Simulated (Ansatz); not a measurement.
TaBe2, space group Fd-3m, an equation of state with a fit

Program: Ansatz 0.2.0, Python API.

At the Python prompt:
```pycon
>>> import ansatz as az
>>> from ase.eos import EquationOfState
>>> from ase.units import GPa
>>> import numpy as np
>>> FUNCTIONAL = "LDA"
>>> CUTOFF_EV = 420
>>> SIGMA = 0.05
>>> MESH = (6, 6, 6)
>>> VECTORS = np.array([
...     [0.0, 3.255866, 3.255866],
...     [3.255866, 0.0, 3.255866],
...     [3.255866, 3.255866, 0.0],
... ])
>>> SITES = [
...     ("Ta", (0.75, 0.75, 0.75)),
...     ("Ta", (0.5, 0.5, 0.5)),
...     ("Be", (0.125, 0.625, 0.125)),
...     ("Be", (0.125, 0.125, 0.625)),
...     ("Be", (0.625, 0.125, 0.125)),
...     ("Be", (0.125, 0.125, 0.125)),
... ]
>>> def on_lattice(cell):
...     crystal = az.Crystal(lattice=az.Lattice.of(cell))
...     for symbol, position in SITES:
...         crystal = crystal.atom(symbol, position)
...     return crystal
...
>>> volumes, energies, pressures = [], [], []
>>> for scale in np.linspace(0.94, 1.06, 7):
...     cell = VECTORS * scale ** (1 / 3)
...     model = (
...         on_lattice(cell).calculation()
...         .functional(FUNCTIONAL)
...         .basis(CUTOFF_EV)
...         .occupations(az.OccupationsMethod.COLD, width=SIGMA)
...         .kpoints(*MESH)
...         .stress()
...     )
...     data = model.run(threads=1).report
...     volumes.append(abs(np.linalg.det(cell)) / len(SITES))
...     energies.append(data["free_energy_ev"] / len(SITES))
...     pressures.append(np.trace(data["stress_gpa"]) / 3)
...     print(f"V = {volumes[-1]:8.4f} A^3/atom  F = {energies[-1]:.5f} eV/atom  P = {pressures[-1]:8.3f} GPa")
...
V =  10.8145 A^3/atom  F = -3286.52700 eV/atom  P =    3.292 GPa
V =  11.0446 A^3/atom  F = -3286.52895 eV/atom  P =   -0.537 GPa
V =  11.2747 A^3/atom  F = -3286.52558 eV/atom  P =   -4.119 GPa
V =  11.5048 A^3/atom  F = -3286.51725 eV/atom  P =   -7.426 GPa
V =  11.7349 A^3/atom  F = -3286.50439 eV/atom  P =  -10.436 GPa
V =  11.9650 A^3/atom  F = -3286.48740 eV/atom  P =  -13.179 GPa
V =  12.1951 A^3/atom  F = -3286.46665 eV/atom  P =  -15.680 GPa
>>> eos = EquationOfState(volumes, energies, eos="birchmurnaghan")
>>> v0, e0, bulk = eos.fit()
>>> print(f"V0 = {v0:.4f} A^3/atom, E0 = {e0:.5f} eV/atom, B = {bulk / GPa:.1f} GPa")
V0 = 11.0109 A^3/atom, E0 = -3286.52903 eV/atom, B = 181.4 GPa
```

A third-order Birch-Murnaghan fit through the 7 points has its minimum at 11.01 Å³ an atom, 4.3 % below the typed cell, with a bulk modulus of 181 GPa and dB/dP = 3.2. From that minimum the energy rises by 2.0 meV an atom on the compressed side and 62.4 meV on the expanded side. The window is off centre, so dB/dP is rough.

Notes:
- Total energies depend on the potentials; only differences at equal settings carry meaning.
- Shape and fractional positions are held along the curve, so the bulk modulus is an upper value where they are free to relax.
- For a metal this k-point mesh is coarse: on a finer one energies can move by several to tens of meV an atom and pressures by half a GPa or more, differences at one mesh by less.
- Pressure is positive in compression.
- Spin-orbit coupling, which matters for elements this heavy, is left out.
- At these settings the cell as given stands under about -7 GPa, so it isn't at this functional's equilibrium volume.
- This cell is a computed structure, which may not be the phase found in nature.
- Hardware and time: 9.5 s on 1 thread of Intel(R) Xeon(R) Processor @ 2.30GHz (shared host), peak memory 0.52 GiB.
